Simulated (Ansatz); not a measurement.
Below is the output of a Python script on Ansatz 0.2.0 through its Python package that makes a convergence test of the k-point mesh of Ir, space group Fm-3m. Write a script that gives it. Settings (first run): PBE, PAW, the default cutoff (420 eV here), 3×3×3 k-points, Fermi-Dirac smearing of 0.15 eV. The script varies mesh: (3, 3, 3), (5, 5, 5), (6, 6, 6), (8, 8, 8), (10, 10, 10), (12, 12, 12).

```
Ir
1.0
     0.00000    1.91560    1.91560
     1.91560    0.00000    1.91560
     1.91560    1.91560    0.00000
Ir
1
Direct
  0.00000 0.00000 0.00000
```

```console
$ python run_kconv.py
| mesh         |   F/atom (eV) |   iterations |   k-points |
|--------------|---------------|--------------|------------|
| (3, 3, 3)    |   -11934.1041 |            6 |          4 |
| (5, 5, 5)    |   -11935.1127 |            6 |         10 |
| (6, 6, 6)    |   -11935.2760 |            6 |         16 |
| (8, 8, 8)    |   -11935.2737 |            6 |         29 |
| (10, 10, 10) |   -11935.3348 |            6 |         47 |
| (12, 12, 12) |   -11935.3372 |            6 |         72 |
INFO (3, 3, 3): +1233.09 meV/atom
INFO (5, 5, 5): +224.47 meV/atom
INFO (6, 6, 6): +61.11 meV/atom
INFO (8, 8, 8): +63.45 meV/atom
INFO (10, 10, 10): +2.35 meV/atom  (within 5 meV)
```

The script that was run (others could print the same):

Script `run_kconv.py`:
```python
'''Convergence of Ir with the k-point mesh.'''

import logging
import sys
import warnings

import ansatz as az
from tabulate import tabulate

logging.basicConfig(stream=sys.stdout, format='%(levelname)s %(message)s')
logger = logging.getLogger('ansatz_job')
logger.setLevel(logging.INFO)

warnings.simplefilter('ignore', az.DeckWarning)

lattice = az.Lattice.of(
    (0.0, 1.9156, 1.9156),
    (1.9156, 0.0, 1.9156),
    (1.9156, 1.9156, 0.0),
)
sites = [
    ('Ir', (0.0, 0.0, 0.0)),
]
crystal = az.Crystal(lattice=lattice)
for symbol, position in sites:
    crystal = crystal.atom(symbol, position)

job = (
    crystal.calculation()
    .occupations(az.OccupationsMethod.FERMI_DIRAC, width=0.15)
)

rows = []
for value in [(3, 3, 3), (5, 5, 5), (6, 6, 6), (8, 8, 8), (10, 10, 10), (12, 12, 12)]:
    data = job.kpoints(mesh=value).run().report
    rows.append((value, data['free_energy_ev'] / len(data['lattice']['sites']), data['n_iterations'], data['n_kpoints']))

print(tabulate(rows, headers=['mesh', 'F/atom (eV)', 'iterations', 'k-points'], floatfmt='.4f', tablefmt='github'))

# differences from the last row
for row in rows[:-1]:
    shift = 1000 * (row[1] - rows[-1][1])
    logger.info(f'{row[0]}: {shift:+.2f} meV/atom' + ('  (within 5 meV)' if abs(shift) < 5 else ''))
```

From 10×10×10 on it stays within 5 meV an atom of the value at 12×12×12; the first row (3×3×3) is off by 1233.1 meV and the last but one by 2.35 meV. That rests on few rows after larger swings, so the series isn't shown to be converged. This holds for F at a smearing of 0.15 eV; a narrower one needs a denser mesh. It goes up and down, since the sum over k-points isn't variational.

What to keep in mind:
- No spin polarisation was allowed.
- A Fermi-Dirac width this large means warm electrons, whose thermal share enters the free energy.
- Of the deposited cell: the entry's cell lengths or inner coordinates differ somewhat from later room-temperature determinations.
- Spin-orbit coupling, which matters for elements this heavy, is left out.
- No functional is typed, so the default, PBE, holds.
- Shifts are counted from the finest mesh, which is itself no proven limit.
- Run time: 4.7 s on 1 thread of Arm Neoverse N1, with other jobs on the host, peak memory 0.32 GiB.
